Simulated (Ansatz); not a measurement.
# H6O2SiSn: basis-set convergence

Aim: see how fast density functionals converge with the basis set for H6O2SiSn.

Method: one geometry, several basis sets; program: Ansatz 0.2.0, Gaussian basis.

The runs, in order: PBE0-D4/def2-SVP; ωB97M-V/def2-SVP; PBE0-D4/def2-QZVPP; ωB97M-V/def2-QZVPP; the functionals' def2-TZVPP values are taken from earlier runs.

### 1 The relaxed structure

All runs share one geometry, relaxed beforehand with PBE0-D4 in a triple-zeta def2 set. Sn takes the def2 core potential; no spin-orbit term is included.

SMILES `[OH][SnH2][O][SiH3]`, 10 atoms, charge 0, spin multiplicity 1.

Atoms are counted from 1 here; the program's logs count them from 0.

Bond lengths: O1–Sn2 1.956 Å, O1–H5 0.960 Å, Sn2–O3 1.956 Å, Sn2–H6 1.699 Å, Sn2–H7 1.695 Å, O3–Si4 1.632 Å, Si4–H8 1.489 Å, Si4–H9 1.487 Å, Si4–H10 1.492 Å. Angles: Sn2–O1–H5 113.9°, O1–Sn2–O3 106.2°, O1–Sn2–H6 111.7°, O1–Sn2–H7 104.9°, O3–Sn2–H6 104.2°, O3–Sn2–H7 109.4°, H6–Sn2–H7 119.7°, Sn2–O3–Si4 135.7°, O3–Si4–H8 111.2°, O3–Si4–H9 108.9°, O3–Si4–H10 111.2°, H8–Si4–H9 108.7°, H8–Si4–H10 108.1°, H9–Si4–H10 108.8°.

### 2 PBE0-D4 in def2-SVP

in.yaml reads:

```yaml
crystal:
  periodic: [false, false, false]
  atoms:
    - {symbol: O, position_ang: [-1.508257, 1.311254, -1.171223]}
    - {symbol: Sn, position_ang: [-0.064656, 1.543918, 0.127923]}
    - {symbol: O, position_ang: [0.315510, -0.234600, 0.847062]}
    - {symbol: Si, position_ang: [0.660936, -1.699664, 0.217243]}
    - {symbol: H, position_ang: [-2.335190, 1.014991, -0.784095]}
    - {symbol: H, position_ang: [-0.572930, 2.440961, 1.478790]}
    - {symbol: H, position_ang: [1.260656, 2.077265, -0.784525]}
    - {symbol: H, position_ang: [-0.581607, -2.463053, -0.082899]}
    - {symbol: H, position_ang: [1.466092, -2.469141, 1.201910]}
    - {symbol: H, position_ang: [1.442544, -1.573131, -1.047186]}
basis:
  gaussian: {orbitals: def2-SVP}
hamiltonian: {xc: pbe0, dispersion: d4}
output: {orbitals: {seedname: orbitals}}
```

After this run come: ωB97M-V in def2-SVP; PBE0-D4 in def2-QZVPP; ωB97M-V in def2-QZVPP.

Before running them: what should the planned runs give, taken together? Wanted: PBE0-D4: double and triple zeta above quadruple; ωB97M-V: double and triple zeta above quadruple.

The runs gave:

| quantity | value |
| --- | --- |
| PBE0-D4: double and triple zeta above quadruple | 9.25, 0.61 eV |
| ωB97M-V: double and triple zeta above quadruple | 9.40, 0.57 eV |

What this shows: For PBE0-D4 the step from double to triple zeta gains 8.63 eV and the next only 0.61 eV. Total energies overstate the basis error of differences, where much of it tends to cancel. The LUMO of ωB97M-V is positive and keeps falling with the basis (1.72 to 0.71 eV): an unbound level that the basis holds in place.
